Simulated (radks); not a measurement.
# Valence configurations of Cu⁺

NIST gives [Ar] 3d10 as the ground configuration of Cu⁺. Does this level of theory agree? Several fillings of the valence shells are run.

Method: scalar-relativistic Kohn-Sham, PBEsol, spin-polarised, spherical densities, point nucleus; open shells are filled with parallel spins first. Code: radks (a radial shooting solver on a logarithmic mesh, Libxc functionals) version 1.

## (1) The system

```
element       : copper (Z = 29)
charge        : +1
electrons     : 28
configuration : [Ar] 3d10
others tried  : 3d9.5 4p0.5; 3d9 4s1; 3d9 4p1; 3d8 4p2; 3d8 4s2; 3d8.5 4s1 4p0.5; 3d8 4s1 4p1
```

Outer shells as boxes (Hund's rule):

Cu⁺
```
[Ar] core
3d [↑↓][↑↓][↑↓][↑↓][↑↓]
```

## (2) [Ar] 3d10

Input:

```text
Z 29
configuration [Ar] 3d10
relativity scalar-relativistic
functional pbe_sol,pbe_sol
spin polarised
nucleus point
c 137.035999084
```

Started as:

```
python run_ks.py task.json out
```

This one command runs every case of the session in turn.

## (3) [Ar] 3d9.5 4p0.5

Settings, as their differences from step 2:

```diff
@@ -1,3 +1,3 @@
 Z 29
-configuration [Ar] 3d10
+configuration [Ar] 3d9.5 4p0.5
 relativity scalar-relativistic
```

## (4) [Ar] 3d9 4s1

Input:

```text
Z 29
configuration [Ar] 3d9 4s1
relativity scalar-relativistic
functional pbe_sol,pbe_sol
spin polarised
nucleus point
c 137.035999084
```

## (5) [Ar] 3d9 4p1

Input:

```text
Z 29
configuration [Ar] 3d9 4p1
relativity scalar-relativistic
functional pbe_sol,pbe_sol
spin polarised
nucleus point
c 137.035999084
```

## (6) [Ar] 3d8 4p2

Input:

```text
Z 29
configuration [Ar] 3d8 4p2
relativity scalar-relativistic
functional pbe_sol,pbe_sol
spin polarised
nucleus point
c 137.035999084
```

## (7) [Ar] 3d8 4s2

Input:

```text
Z 29
configuration [Ar] 3d8 4s2
relativity scalar-relativistic
functional pbe_sol,pbe_sol
spin polarised
nucleus point
c 137.035999084
```

## (8) [Ar] 3d8.5 4s1 4p0.5

Input:

```text
Z 29
configuration [Ar] 3d8.5 4s1 4p0.5
relativity scalar-relativistic
functional pbe_sol,pbe_sol
spin polarised
nucleus point
c 137.035999084
```

## (9) [Ar] 3d8 4s1 4p1

Input:

```text
Z 29
configuration [Ar] 3d8 4s1 4p1
relativity scalar-relativistic
functional pbe_sol,pbe_sol
spin polarised
nucleus point
c 137.035999084
```

Before running it: what results should come out? Wanted: for each run, valence; E − E(NIST configuration); moment; highest level; its energy; 1s shift.

The runs gave:

| valence | E − E(NIST configuration) (eV) | moment (μB) | highest level | its energy (eV) | 1s shift (eV) |
| --- | --- | --- | --- | --- | --- |
| 3d10 | 0.000 | 0 | 3d | -13.642 | +0.00 |
| 3d9 4s1 | 2.799 | 2 | 4s up | -14.220 | -5.98 |
| 3d9.5 4p0.5 | 4.007 | 1 | 4p up | -7.799 | -3.71 |
| 3d8.5 4s1 4p0.5 | 8.354 | 3 | 4p up | -9.325 | -10.29 |
| 3d9 4p1 | 8.922 | 2 | 4p up | -9.018 | -7.69 |
| 3d8 4s2 | 9.829 | 2 | 4s down | -15.257 | -13.41 |
| 3d8 4s1 4p1 | 15.084 | 4 | 4p up | -10.425 | -14.86 |
| 3d8 4p2 | 22.048 | 4 | 4p up | -11.147 | -16.44 |

In words: Theory agrees with NIST among these: the next, 3d9 4s1, lies 2.799 eV higher. The energies are those of spherical high-spin densities, not of single terms. The 1s eigenvalue shifts by up to 16.44 eV as the valence charge is rearranged.
